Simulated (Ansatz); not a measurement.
# ScSbTe3: a trial structure relaxed

Aim: relax a trial structure of ScSbTe3 and see where it ends.

Method: DFT PBE, scalar-relativistic, plane waves, PAW, in Ansatz 0.2.0.

**1. The starting structure**

Symmetry: Pm-3m, No. 221, cubic system. Conventional cell: a = 5.586 Å, b = 5.586 Å, c = 5.586 Å, α = 90.00°, β = 90.00°, γ = 90.00°. Sc (site symmetry m-3m) is surrounded by 12 Te at 3.95 Å. Around Sb (site symmetry m-3m) lie 6 Te at 2.79 Å. Te (site symmetry 4/mmm) has 2 Sb at 2.79 Å and 4 Sc at 3.95 Å as nearest neighbours.

Coordinates:

```xyz
5
Lattice="5.5865 0.0000 0.0000 0.0000 5.5865 0.0000 0.0000 0.0000 5.5865" Properties=species:S:1:pos:R:3 pbc="T T T"
Sc    0.0000    0.0000    0.0000
Sb    2.7932    2.7932    2.7932
Te    0.0000    2.7932    2.7932
Te    2.7932    0.0000    2.7932
Te    2.7932    2.7932    0.0000
```

Recipe of the guess: random cell by space group and Wyckoff sites (Pm-3m, No. 221). The dimensions are guesses.

**2. The guess as it stands, on a coarse mesh**

Contents of input.yaml:

```yaml
crystal:
  lattice:
    - [5.58648974, 0.0, 0.0]
    - [0.0, 5.58648974, 0.0]
    - [0.0, 0.0, 5.58648974]
  atoms:
    - { symbol: Sc, position: [0.0, 0.0, 0.0] }
    - { symbol: Sb, position: [0.5, 0.5, 0.5] }
    - { symbol: Te, position: [0.0, 0.5, 0.5] }
    - { symbol: Te, position: [0.5, 0.0, 0.5] }
    - { symbol: Te, position: [0.5, 0.5, 0.0] }
basis:
  ecutwfc: 420
kpoints:
  mp_grid: { grid: [4, 4, 4] }
hamiltonian:
  xc: pbe
scf:
  occupations: { method: gaussian, width: 0.1 }
  lower_state_search: "off"
output:
  forces: true
  stress: true
  eigenvalues: true
```

Run with:

```
ansatz run input.yaml --threads 1 --pin off --max-ram 2560MiB --backend cpu --events-out ev --progress --plain --runs-dir out
```

What it wrote, shortened:

```text
[...]
SCF converged after 8 iterations
Free energy (F): -29558.171057 eV
[...]
E sigma→0 (E₀):  -29558.157057 eV
Entropy (-TS):   -0.027999 eV (-5.600 meV/atom)
Fermi energy:    7.915315 eV
[...]
--- Forces (eV/Å), atoms counted from 1 ---
  atom   1  Sc     0.00000000     0.00000000     0.00000000
  atom   2  Sb     0.00000000    -0.00000000     0.00000000
  atom   3  Te     0.00000000     0.00000000     0.00000000
  atom   4  Te     0.00000000    -0.00000000     0.00000000
  atom   5  Te     0.00000000    -0.00000000     0.00000000
[...]
--- Stress (GPa, compression-positive) ---
        2.059369       0.000000       0.000000
        0.000000       2.059369       0.000000
       -0.000000       0.000000       2.059369
  P = ⅓ Tr σ = 2.0594 GPa (20.594 kbar)
--- Band table (eV; the first three rows and the last of 10) ---
[...]
```

It took 4.6 s on 1 thread of Intel Xeon Platinum 8488C (Sapphire Rapids), shared host; peak memory 0.5 GiB.

Read-out: pressure 2.1 GPa, largest force 0.00 eV/Å, gap on this mesh none (metal). A cheap, loose relaxation comes first.

**3. Coarse relaxation**

Edit input.yaml of step 2 so:

```diff
@@ -24 +24,6 @@
   eigenvalues: true
+relax:
+  adjacent_minimum: "off"
+  f_tol: 0.04
+  max_steps: 70
+  cell: { stress_tol: 0.4 }
```

Run with:

```
ansatz run input.yaml --threads 1 --pin off --max-ram 2560MiB --backend cpu --events-out ev --progress --plain --runs-dir out
```

What it wrote, shortened:

```text
Warning: RAYON_NUM_THREADS=1 ignored (pool sized by the plan → 1); use --threads N
[...]
Pseudopotentials: kind: paw
Pseudopotential: Sc, paw, valence charge 11, recommended cutoff 420 eV (normal), Sc.paw.azcp
Pseudopotential: Sb, paw, valence charge 15, recommended cutoff 420 eV (normal), Sb.paw.azcp
Pseudopotential: Te, paw, valence charge 16, recommended cutoff 420 eV (normal), Te.paw.azcp
Functional definition: PBE
[...]
Crystal: 5 atoms, lattice volume = 174.348 Å³
Basis set: ecut = 420 eV, 3407 PW (Γ), exchange–correlation on 80×80×80 points (8 copies of the dense FFT grid, shifted against one another)
Bands: 45, of which v1, the nominal top of the filled ones, is band 37 counted from 1 (36 counted from 0)
Symmetry: 48 space group operations
Space group: Pm-3m (ITA 221), of the structure as read, at distance tolerance 5.6e-5 Å
k-points: 10 of 64
[...]
--- Stress (GPa, compression-positive) ---
       -0.079526      -0.000000       0.000000
       -0.000000      -0.079526      -0.000000
        0.000000      -0.000000      -0.079526
  P = ⅓ Tr σ = -0.0795 GPa (-0.795 kbar)
--- Band table (eV; the first three rows and the last of 10) ---
[...]
--- Relaxed structure (2 steps of the walk, 2 accepted, 1 SCFs on fresh bases) ---
  F+E_penalty+E_count = -29558.22540852 eV   max|allowed force component| = 3.290e-29 eV/Å   (the final SCF, on the basis selected at the relaxed cell)
  cell:  # Å, volume = 183.6296 Å³
    - [5.683914917156259, 3.851859888774472e-34, 3.851859888774472e-34]
    - [3.851859888774472e-34, 5.683914917156259, 0.0]
    - [3.851859888774472e-34, 0.0, 5.683914917156259]
  atoms:
    - { symbol: Sc, position: [-4.438627687157564e-35, 4.2375248146002644e-36, 1.741694521255193e-36] }
    - { symbol: Sb, position: [0.5, 0.5, 0.5] }
    - { symbol: Te, position: [1.881748307500455e-35, 0.5, 0.5] }
    - { symbol: Te, position: [0.5, -1.0486078354773536e-35, 0.5] }
    - { symbol: Te, position: [0.5, 0.5, -4.129791132873148e-37] }
```

Wall time 19 s (1 thread of Intel Xeon Platinum 8488C (Sapphire Rapids), shared host); peak memory 0.54 GiB.

Relaxation path:

```csv
step,E - E(step 1) (eV/cell),largest force component (eV/Å),pressure (GPa),volume (Å³)
1,0.0000,0.0000,2.06,174.35
2,-0.0530,0.0000,-0.08,183.63
3,-0.0544,0.0000,-0.08,183.63
```

Step 1 is the start. Step 3 repeats the geometry before it on a plane-wave basis chosen anew for that cell, so its energy need not be comparable with the rows above.

|  | before | after | change |
| --- | --- | --- | --- |
| a (Å) | 5.586 | 5.684 | +1.7 % |
| b (Å) | 5.586 | 5.684 | +1.7 % |
| c (Å) | 5.586 | 5.684 | +1.7 % |
| volume (Å³/atom) | 34.87 | 36.73 | +5.3 % |
| shortest distance (Å) | 2.793 | 2.842 | +1.7 % |
| space group (0.01 Å) | Pm-3m | Pm-3m | same |

Forces and stress were held to the start's 48 operations: a distortion of lower symmetry was not tested.

**4. Spin check on a coarse mesh**

Contents of input.yaml:

```yaml
crystal:
  lattice:
    - [5.6839149172, 0.0, 0.0]
    - [0.0, 5.6839149172, 0.0]
    - [0.0, 0.0, 5.6839149172]
  atoms:
    - { symbol: Sc, position: [0.0, 0.0, 0.0], spin: 1.0 }
    - { symbol: Sb, position: [0.5, 0.5, 0.5] }
    - { symbol: Te, position: [0.0, 0.5, 0.5] }
    - { symbol: Te, position: [0.5, 0.0, 0.5] }
    - { symbol: Te, position: [0.5, 0.5, 0.0] }
basis:
  ecutwfc: 420
kpoints:
  mp_grid: { grid: [4, 4, 4] }
hamiltonian:
  xc: pbe
scf:
  occupations: { method: gaussian, width: 0.1 }
  lower_state_search: "off"
output:
  forces: true
  stress: true
  eigenvalues: true
  populations: true
magnetization:
  spin_polarized: true
```

Run with:

```
ansatz run input.yaml --threads 1 --pin off --max-ram 2560MiB --backend cpu --events-out ev --progress --plain --runs-dir out
```

What it wrote, shortened:

```text
[...]
SCF converged after 26 iterations
Magnetization: 0.4907 μB (37.2453 up, 36.7547 down)
Absolute magnetization: 0.8891 μB (∫|ρ↑−ρ↓|, with the PAW one-centre terms)
Spin contamination: 0.0546 ħ² per cell (⟨S²⟩ above its minimum at these occupations)
Per-site moments (μB) at R_I (Å): [(0.5831541049480697, 1.6578930974262913), (0.021658861482510693, 1.1723074516725), (-0.042311655164840256, 1.1723074516725), (-0.04231165516484071, 1.1723074516725), (-0.04231165516484028, 1.1723074516725)]
Free energy (F): -29558.238531 eV
[...]
E sigma→0 (E₀):  -29558.223019 eV
Entropy (-TS):   -0.031023 eV (-6.205 meV/atom)
Fermi energy:    7.202316 eV
[...]
--- Forces (eV/Å), atoms counted from 1 ---
  atom   1  Sc    -0.00000000     0.00000000     0.00000000
  atom   2  Sb     0.00000000    -0.00000000     0.00000000
  atom   3  Te     0.00000000     0.00000000    -0.00000000
  atom   4  Te     0.00000000    -0.00000000    -0.00000000
  atom   5  Te     0.00000000    -0.00000000     0.00000000
[...]
--- Stress (GPa, compression-positive) ---
       -0.001709       0.000000       0.000000
        0.000000      -0.001709       0.000000
        0.000000       0.000000      -0.001709
  P = ⅓ Tr σ = -0.0017 GPa (-0.017 kbar)
--- Band table (eV; the first three rows and the last of 20) ---
[...]
--- Löwdin populations: 5 sites ---
  site symbol       q [e]    m [muB]
     0     Sc     10.0797     0.6791
     1     Sb     14.5547     0.0414
     2     Te     16.3487    -0.0799
     3     Te     16.3487    -0.0799
     4     Te     16.3487    -0.0799
  spilling = 0.004318 (of n_electrons = 74.000000)
```

It took 25 s on 1 thread of Intel Xeon Platinum 8488C (Sapphire Rapids), shared host; peak memory 0.6 GiB.

By site:

```csv
atom,moment in the atom's sphere (μB),Löwdin electrons
Sc1,0.58,10.08
Sb2,0.02,14.55
Te3,-0.04,16.35
Te4,-0.04,16.35
Te5,-0.04,16.35
```

The Löwdin counts miss 0.32 of the 74 electrons, which the atomic orbitals do not span, so they are no charges.

The same cell is solved with trial moments on Sc. The largest site moment that stays is 0.58 μB and the cell's total 0.49 μB. The workflow keeps spin only above 0.25 μB on a site, so spin is kept from here on.

**5. Relaxation on the finer mesh**

The end of the coarse run is made exact in the group found at a tolerance of 0.06 Å and reduced to its primitive cell.

Contents of input.yaml:

```yaml
crystal:
  lattice:
    - [5.6839149172, 0.0, 0.0]
    - [0.0, 5.6839149172, 0.0]
    - [0.0, 0.0, 5.6839149172]
  atoms:
    - { symbol: Sc, position: [0.0, 0.0, 0.0], spin: 0.64 }
    - { symbol: Sb, position: [0.5, 0.5, 0.5] }
    - { symbol: Te, position: [0.0, 0.5, 0.5] }
    - { symbol: Te, position: [0.5, 0.0, 0.5] }
    - { symbol: Te, position: [0.5, 0.5, 0.0] }
basis:
  ecutwfc: 420
kpoints:
  mp_grid: { grid: [8, 8, 8] }
hamiltonian:
  xc: pbe
scf:
  occupations: { method: gaussian, width: 0.1 }
output:
  forces: true
  stress: true
  eigenvalues: true
  populations: true
  write_density: true
  write_potential: true
  elf: true
  volumetric_format: npy
magnetization:
  spin_polarized: true
relax:
  adjacent_minimum: "off"
  f_tol: 0.01
  max_steps: 80
  cell: { stress_tol: 0.05 }
```

Run with:

```
ansatz run input.yaml --threads 1 --pin off --max-ram 2560MiB --backend cpu --events-out ev --progress --plain --runs-dir out
```

What it wrote, shortened:

```text
Warning: RAYON_NUM_THREADS=1 ignored (pool sized by the plan → 1); use --threads N
[...]
Pseudopotentials: kind: paw
Pseudopotential: Sc, paw, valence charge 11, recommended cutoff 420 eV (normal), Sc.paw.azcp
Pseudopotential: Sb, paw, valence charge 15, recommended cutoff 420 eV (normal), Sb.paw.azcp
Pseudopotential: Te, paw, valence charge 16, recommended cutoff 420 eV (normal), Te.paw.azcp
Functional definition: PBE
[...]
Crystal: 5 atoms, lattice volume = 183.630 Å³
Basis set: ecut = 420 eV, 3695 PW (Γ), exchange–correlation on 80×80×80 points (8 copies of the dense FFT grid, shifted against one another)
Bands: 45, of which v1, the nominal top of the filled ones, is band 37 counted from 1 (36 counted from 0)
Symmetry: 48 space group operations
Space group: Pm-3m (ITA 221), of the structure as read, at distance tolerance 5.7e-5 Å
[...]
  cell:  # Å, volume = 182.2916 Å³
    - [5.67007650493414, 5.617295671129437e-35, 6.419766481290786e-35]
    - [-4.012354050806741e-35, 5.67007650493414, 0.0]
    - [6.419766481290786e-35, 1.6049416203226965e-35, 5.67007650493414]
  atoms:
    - { symbol: Sc, position: [-1.0235750285536969e-35, 3.688399671857287e-36, -4.941396689569572e-37] }
    - { symbol: Sb, position: [0.49999999999999994, 0.49999999999999994, 0.49999999999999994] }
    - { symbol: Te, position: [1.0588707191934791e-36, 0.49999999999999994, 0.49999999999999994] }
    - { symbol: Te, position: [0.49999999999999994, -1.3412362443117403e-36, 0.49999999999999994] }
    - { symbol: Te, position: [0.49999999999999994, 0.49999999999999994, 3.0001337043815175e-37] }
--- Löwdin populations: 5 sites ---
  site symbol       q [e]    m [muB]
     0     Sc     10.0861     0.4295
     1     Sb     14.5968     0.0069
     2     Te     16.3304    -0.0815
     3     Te     16.3304    -0.0815
     4     Te     16.3304    -0.0815
  spilling = 0.004405 (of n_electrons = 74.000000)
```

Wall time 2.6 min (1 thread of Intel Xeon Platinum 8488C (Sapphire Rapids), shared host); peak memory 0.82 GiB.

The steps of the relaxation:

| step | E - E(step 1) (eV/cell) | largest force component (eV/Å) | pressure (GPa) | volume (Å³) |
| --- | --- | --- | --- | --- |
| 1 | 0.0000 | 0.0000 | -0.28 | 183.63 |
| 2 | -0.0015 | 0.0000 | -0.02 | 182.29 |
| 3 | -0.0013 | 0.0000 | -0.02 | 182.29 |

Step 1 is the start. Step 3 repeats the geometry before it on a plane-wave basis chosen anew for that cell, so its energy need not be comparable with the rows above.

|  | before | after | change |
| --- | --- | --- | --- |
| a (Å) | 5.684 | 5.670 | -0.2 % |
| b (Å) | 5.684 | 5.670 | -0.2 % |
| c (Å) | 5.684 | 5.670 | -0.2 % |
| volume (Å³/atom) | 36.73 | 36.46 | -0.7 % |
| shortest distance (Å) | 2.842 | 2.835 | -0.2 % |
| space group (0.01 Å) | Pm-3m | Pm-3m | same |

Forces and stress were held to the start's 48 operations: a distortion of lower symmetry was not tested.

Site by site:

```csv
atom,moment in the atom's sphere (μB),Löwdin electrons
Sc1,0.37,10.09
Sb2,0.00,14.60
Te3,-0.04,16.33
Te4,-0.04,16.33
Te5,-0.04,16.33
```

The Löwdin counts miss 0.33 of the 74 electrons, which the atomic orbitals do not span, so they are no charges.

Density in a lattice plane of the grid's cell (edges 5.67 and 5.67 Å, at 0.500 of the third edge), which holds Sb and Te.

Values in e/Å³, 12 rows by 12 columns:
```
 0.02  0.03  0.05  0.15  0.50  2.68  6.82  2.68  0.50  0.15  0.05  0.03
 0.06  0.05  0.05  0.09  0.24  0.53  0.75  0.53  0.24  0.09  0.05  0.05
 0.19  0.15  0.09  0.08  0.15  0.29  0.38  0.29  0.15  0.08  0.09  0.15
 0.70  0.50  0.24  0.15  0.22  0.48  0.70  0.48  0.22  0.15  0.24  0.50
 6.94  2.68  0.53  0.29  0.48  2.15  5.89  2.15  0.48  0.29  0.53  2.68
16.33  6.82  0.75  0.38  0.70  5.89 19.47  5.89  0.70  0.38  0.75  6.82
 6.94  2.68  0.53  0.29  0.48  2.15  5.89  2.15  0.48  0.29  0.53  2.68
 0.70  0.50  0.24  0.15  0.22  0.48  0.70  0.48  0.22  0.15  0.24  0.50
 0.19  0.15  0.09  0.08  0.15  0.29  0.38  0.29  0.15  0.08  0.09  0.15
 0.06  0.05  0.05  0.09  0.24  0.53  0.75  0.53  0.24  0.09  0.05  0.05
 0.02  0.03  0.05  0.15  0.50  2.68  6.82  2.68  0.50  0.15  0.05  0.03
 0.01  0.02  0.06  0.19  0.70  6.94 16.33  6.94  0.70  0.19  0.06  0.02
```
Columns run along the first of these edges and rows up along the second, over one cell in 12 and 12 even steps from the bottom left corner. Atoms in the plane (fractional): Sb at (0.50, 0.50), Te at (0.00, 0.50), Te at (0.50, 0.00).

ELF in the same plane.

Ten even steps from ' ' (0.00) to '@' (0.71):
```
      ..--##@@@@##**::      ::**##@@@@##--..    
  ..  ..::==##@@%%##++--::--++##%%@@##==::..  ..
--::::....::==##%%####******####%%##==::....::::
##**++--....::--**##############**--::....--++**
@@@@%%**--....::--++##########++--::....--**%%@@
%%@@@@%%**--::::==++++******++++==::::--**%%@@@@
##########**====++++++======++++++====**########
----++**####**++++==--::..::--==++++**####**++--
    ::++######**++==..      ..==++**######++::  
::  ..++**%%##**++--          --++**##%%**++..  
    ::++######**++==..      ..==++**######++::  
----++**####**++++==--::..::--==++++**####**++--
##########**====++++++======++++++====**########
%%@@@@%%**--::::==++++******++++==::::--**%%@@@@
@@@@%%**--....::--++##########++--::....--**%%@@
##**++--....::--**##############**--::....--++**
--::::....::==##%%####******####%%##==::....::::
  ..  ..::==##@@%%##++--::--++##%%@@##==::..  ..
      ..--##@@@@##**::      ::**##@@@@##--..    
      ::==%%@@@@##++..  ::  ..++##@@@@%%==::    
```
Columns run along the first of these edges and rows up along the second, over one cell in 24 and 20 even steps from the bottom left corner. Atoms in the plane (fractional): Sb at (0.50, 0.50), Te at (0.00, 0.50), Te at (0.50, 0.00).

Both are smooth fields of the valence electrons: close to the nuclei they are not physical.

Spin density (up less down) in a lattice plane of the grid's cell (edges 5.67 and 5.67 Å, at 0.500 of the third edge), which holds Sb and Te.

Ten even steps from ' ' (-0.01 e/Å³) to '@' (0.00 e/Å³):
```
%%%%%%%%%%##++::  ..++******++..  ::++##%%%%%%%%
%%%%%%%%%%##**==::::==******==::::==**##%%%%%%%%
%%%%%%%%%%####++======++**++======++####%%%%%%%%
################********##********##############
==++++**##############%%%%%%##############**++++
....--==**####%%%%%%%%%%%%%%%%%%%%%%####**==--..
    ..--++**##%%%%%%%%%%%%%%%%%%%%%%##**++--..  
==------++**##%%%%%%%%%%%%%%%%%%%%%%##**++------
******++**##%%%%%%%%%%%%@@%%%%%%%%%%%%##**++****
++********##%%%%%%%%%%@@@@@@%%%%%%%%%%##********
******++**##%%%%%%%%%%%%@@%%%%%%%%%%%%##**++****
==------++**##%%%%%%%%%%%%%%%%%%%%%%##**++------
    ..--++**##%%%%%%%%%%%%%%%%%%%%%%##**++--..  
....--==**####%%%%%%%%%%%%%%%%%%%%%%####**==--..
==++++**##############%%%%%%##############**++++
################********##********##############
%%%%%%%%%%####++======++**++======++####%%%%%%%%
%%%%%%%%%%##**==::::==******==::::==**##%%%%%%%%
%%%%%%%%%%##++::  ..++******++..  ::++##%%%%%%%%
%%%%%%%%##**==..  ..++**++**++..  ..==**##%%%%%%
```
Columns run along the first of these edges and rows up along the second, over one cell in 24 and 20 even steps from the bottom left corner. Atoms in the plane (fractional): Sb at (0.50, 0.50), Te at (0.00, 0.50), Te at (0.50, 0.00).

Outside the cores ELF peaks at 0.77 beside Te, off the lines to its neighbours, 1.4 Å from Te; 0.58 on the Te–Sb line, 1.4 Å from Te.

**6. Changed: occupations.method fermi_dirac, occupations.width 0.001, scf.algorithm density_mixing**

Contents of input.yaml:

```yaml
crystal:
  lattice:
    - [5.6700765049, 0.0, 0.0]
    - [0.0, 5.6700765049, 0.0]
    - [0.0, 0.0, 5.6700765049]
  atoms:
    - { symbol: Sc, position: [0.0, 0.0, 0.0], spin: 0.64 }
    - { symbol: Sb, position: [0.5, 0.5, 0.5] }
    - { symbol: Te, position: [0.0, 0.5, 0.5] }
    - { symbol: Te, position: [0.5, 0.0, 0.5] }
    - { symbol: Te, position: [0.5, 0.5, 0.0] }
basis:
  ecutwfc: 420
kpoints:
  mp_grid: { grid: [8, 8, 8] }
hamiltonian:
  xc: pbe
scf:
  occupations: { method: fermi_dirac, width: 0.001 }
  algorithm: density_mixing
output:
  forces: true
  eigenvalues: true
  stress: true
magnetization:
  spin_polarized: true
```

Run with:

```
ansatz run input.yaml --threads 1 --pin off --max-ram 2560MiB --backend cpu --events-out ev --progress --plain --runs-dir out
```

What it wrote, shortened:

```text
Warning: RAYON_NUM_THREADS=1 ignored (pool sized by the plan → 1); use --threads N
[...]
Pseudopotentials: kind: paw
Pseudopotential: Sc, paw, valence charge 11, recommended cutoff 420 eV (normal), Sc.paw.azcp
Pseudopotential: Sb, paw, valence charge 15, recommended cutoff 420 eV (normal), Sb.paw.azcp
Pseudopotential: Te, paw, valence charge 16, recommended cutoff 420 eV (normal), Te.paw.azcp
Functional definition: PBE
[...]
Crystal: 5 atoms, lattice volume = 182.292 Å³
Basis set: ecut = 420 eV, 3575 PW (Γ), exchange–correlation on 80×80×80 points (8 copies of the dense FFT grid, shifted against one another)
Bands: 45, of which v1, the nominal top of the filled ones, is band 37 counted from 1 (36 counted from 0)
Symmetry: 48 space group operations
Space group: Pm-3m (ITA 221), of the structure as read, at distance tolerance 5.7e-5 Å
[...]
Spin contamination: 0.0468 ħ² per cell (⟨S²⟩ above its minimum at these occupations)
Per-site moments (μB) at R_I (Å): [(0.3191027572674348, 1.6538566879152898), (0.0068806989488223325, 1.169453279135625), (-0.04543852860439693, 1.169453279135625), (-0.04543852860439704, 1.169453279135625), (-0.04543852860439695, 1.169453279135625)]
Free energy (F): -29558.493164 eV
[...]
E sigma→0 (E₀):  -29558.493153 eV
Entropy (-TS):   -0.000022 eV (-0.004 meV/atom)
Fermi energy:    7.300788 eV
[...]
--- Forces (eV/Å), atoms counted from 1 ---
  atom   1  Sc    -0.00000000     0.00000000     0.00000000
  atom   2  Sb     0.00000000     0.00000000    -0.00000000
  atom   3  Te     0.00000000    -0.00000000     0.00000000
  atom   4  Te     0.00000000    -0.00000000     0.00000000
  atom   5  Te     0.00000000    -0.00000000    -0.00000000
[...]
--- Stress (GPa, compression-positive) ---
       -0.047953      -0.000000      -0.000000
       -0.000000      -0.047953       0.000000
       -0.000000       0.000000      -0.047953
  P = ⅓ Tr σ = -0.0480 GPa (-0.480 kbar)
--- Band table (eV; the first three rows and the last of 70) ---
[...]
```

Run time: 53 s. Hardware: 1 thread of Intel Xeon Platinum 8488C (Sapphire Rapids), shared host; peak memory 0.76 GiB.

```csv
run,ending,energy change,pressure (GPa),gap (eV),abs. moment (μB),force (eV/Å),cycles,time
step 5,converged,0,0.0,0.00,0.63,0.00,-,2.6 min
variant,converged,-0.1 meV/atom (σ→0),0.0,0.00,0.59,0.00,15,53 s
```

Changing the smearing and solver leaves the energy as it was (-0.1 meV/atom).

**7. Summary of results**

| quantity | value |
| --- | --- |
| symmetry at the end (tolerance 0.05 Å) | space group Pm-3m (No. 221) |
| conventional cell | a = 5.670 Å, b = 5.670 Å, c = 5.670 Å, α = 90.00°, β = 90.00°, γ = 90.00° |
| volume | 36.46 Å³/atom |
| energy over the elements | +0.34 eV/atom |
| gap on the mesh | none (metal) |
| total moment | 0.20 μB/cell |

What this shows: The space group Pm-3m (No. 221) is kept, and the volume per atom grows by 4.6 % from the first guess. With a positive formation energy it can't be a ground state. No finished test with a distortion of lower symmetry is shown, so the end may be a saddle point. The runs treat Sb, Te without spin-orbit coupling. Other magnetic orders were not searched.
